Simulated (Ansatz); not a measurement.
An input for Ansatz 0.2.0 (TmGa3Hg3As2N4):

input.yaml

```yaml
crystal:
  lattice:
    - [3.21383, 0.0, 0.0]
    - [1.46868, 8.25211, 0.0]
    - [1.5007, 0.58456, 9.68985]
  atoms:
    - { symbol: Tm, position: [0.7546, 0.93886, 0.04314], spin: 2.0 }
    - { symbol: Ga, position: [0.03599, 0.31791, 0.06165] }
    - { symbol: Ga, position: [0.96329, 0.69299, 0.85009] }
    - { symbol: Ga, position: [0.63315, 0.3447, 0.82425] }
    - { symbol: Hg, position: [0.85648, 0.30777, 0.41398] }
    - { symbol: Hg, position: [0.31311, 0.63194, 0.23086] }
    - { symbol: Hg, position: [0.05584, 0.78793, 0.58563] }
    - { symbol: As, position: [0.1409, 0.9215, 0.30962] }
    - { symbol: As, position: [0.79973, 0.15139, 0.64133] }
    - { symbol: "N", position: [0.05589, 0.46127, 0.87536] }
    - { symbol: "N", position: [0.90476, 0.43895, 0.22206] }
    - { symbol: "N", position: [0.37172, 0.80302, 0.93568] }
    - { symbol: "N", position: [0.61456, 0.20177, 0.00634] }
hamiltonian:
  xc: pbe
  pseudopotentials: { kind: nc, accuracy: standard }
magnetization:
  spin_polarized: true
kpoints:
  mp_grid: { grid: [9, 4, 3] }
scf:
  occupations: { method: fermi_dirac, width: 0.05 }
output:
  forces: true
  stress: true
  eigenvalues: true
```

Potentials or basis: PseudoDojo standard.

The run is started by

```sh
$ ansatz run input.yaml --threads 8 --pin off --max-ram 20480MiB --backend cpu --events-out ev --progress --plain --runs-dir out
```

**Question.** How does this run end?

**Answer.** The run stopped without a result. It printed:

Output:

```text
Error: no pseudopotential record for Tm at <dir> Nothing was run.
  By this build's list the table `kind: nc`, `accuracy: standard` of `hamiltonian.pseudopotentials` has no Tm in this build's library.
Fix: take Tm from another table that serves this run, or name a record of your own for Tm alone.
  `kind`, and `accuracy` or `source` (`level` with this project's own files alone, `core` of norm-conserving files with no table named), under `hamiltonian.pseudopotentials` apply to every element of the deck. For PBE this build's library has files of Tm, which may not all serve this run, under
    kind: nc       accuracy: lanthanide_3plus (`lanthanide_3plus` for 3+ ions alone)
    kind: paw      source: ansatz, or accuracy: standard or stringent (the limits of `source: ansatz`: that key's Limitations)
  To change Tm alone, name a record of the deck's `kind` under `hamiltonian.pseudopotentials.azcp`, as `Tm: <path>` (`python -m ansatz.pseudopotential add <file.upf> <file.azcp>` makes one from a UPF file).
  `python` is the interpreter of the environment that holds the engine's wheel, or a checkout's `.venv/bin/python`.
```
